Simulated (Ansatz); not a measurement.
# AsH₂+ (singlet): wave-function methods side by side at a displaced geometry (v2), cc-pVDZ

The task here is to estimate one member of a computed series from the others.

Method: cc-pVDZ, core rule «outside noble gas», up to 14 orbitals frozen; program: Ansatz 0.2.0, Gaussian basis.

To be run: UHF; CCSD(T) on RHF; CCSD(T) on UHF; BCCD(T) on RHF; CISD; CCSDT(Q) on RHF; CCSDT(Q) on UHF; CCSDTQ on RHF; CASSCF and MRCISD+Q, 6 electrons in 6 orbitals; CASSCF and NEVPT4(SD), 6 electrons in 6 orbitals; CASSCF and NEVPT2, 6 electrons in 6 orbitals; Full CI.

13 further runs of the same task are left out: 5 that didn't finish, 8 set aside as unsound or not needed.

## The geometry

The geometry is a PBE0/def2-TZVP stationary point (not a proven minimum) with its atoms shifted at random (size 0.100 Å). No spin-orbit coupling is included. The filled d shell of As may be among the frozen orbitals whatever the setting's name suggests; the logs give the count.

3 atoms, charge 1, spin multiplicity 1.

Atoms are counted from 1 here; the program's logs count them from 0.

Bond lengths: As1–H2 1.536 Å, As1–H3 1.518 Å. Angles: H2–As1–H3 90.8°.

Set-up of the first run:

File in.yaml:

```yaml
crystal:
  periodic: [false, false, false]
  atoms:
    - {symbol: As, position_ang: [0.003316, -0.027901, -0.000197]}
    - {symbol: H, position_ang: [-0.161558, 1.053172, -1.079502]}
    - {symbol: H, position_ang: [-0.084938, 1.020745, 1.094119]}
basis:
  gaussian: {orbitals: cc-pVDZ}
total_charge: 1
magnetization: {spin_polarized: true, initial_magnetization: 0}
hamiltonian: {xc: hf}
output: {orbitals: {seedname: orbitals}}
```

Command:

```bash
> ansatz run in.yaml --threads 1 --pin off --events-out ev --progress --plain --max-ram 2393MiB
```

Among the steps run: UHF; CCSD(T) on RHF; CCSD(T) on UHF; BCCD(T) on RHF; CISD; CCSDT(Q) on RHF; CCSDT(Q) on UHF; CCSDTQ on RHF; CASSCF and MRCISD+Q, 6 electrons in 6 orbitals; CASSCF and NEVPT4(SD), 6 electrons in 6 orbitals; CASSCF and NEVPT2, 6 electrons in 6 orbitals; Full CI.

One of the session's tables, all rows but one given; the rest of the session is left out.

| method | from FCI (kJ/mol) |
| --- | --- |
| RHF | +311.4 |
| UHF | +308.2 |
| RMP2 | +77.8 |
| CISD | +19.0 |
| RCCSD | ? |
| RCCSD(T) | +1.6 |
| BCCD(T) | +1.6 |
| RCCSDT | +0.3 |
| RCCSDT(Q) | +0.1 |
| RCCSDTQ | 0.0 |
| CASSCF valence | +170.1 |
| NEVPT2 valence | +47.3 |
| NEVPT4(SD) valence | +6.3 |
| MRCISD valence | +5.7 |
| MRCISD+Q valence | +0.1 |
| FCI | 0 |

Estimate the missing values for RCCSD.

**Answer.** from FCI (kJ/mol): +7.2. In the column «from FCI (kJ/mol)» it lies between NEVPT4(SD) valence (+6.3) and CISD (+19.0).

Among the levels timed on like hardware and quicker than the yardstick, those that no quicker one beats, quickest first: BCCD(T) (0.48 s, +1.6 kJ/mol); RCCSDT(Q) (0.99 s, +0.1 kJ/mol); RCCSDTQ (4.4 s, 0.0 kJ/mol).

Not comparable, so not listed: CCSD(T) on UHF; CCSDT(Q) on UHF (they don't share determinant, frozen orbitals or solution with the rows shown, or repeat one).

To keep in mind: The yardstick is full CI for this spin, exact in this basis with these frozen cores. Of the multireference levels listed MRCISD+Q valence comes nearest in total energy (+0.1 kJ/mol), which doesn't show that its space is the better one.
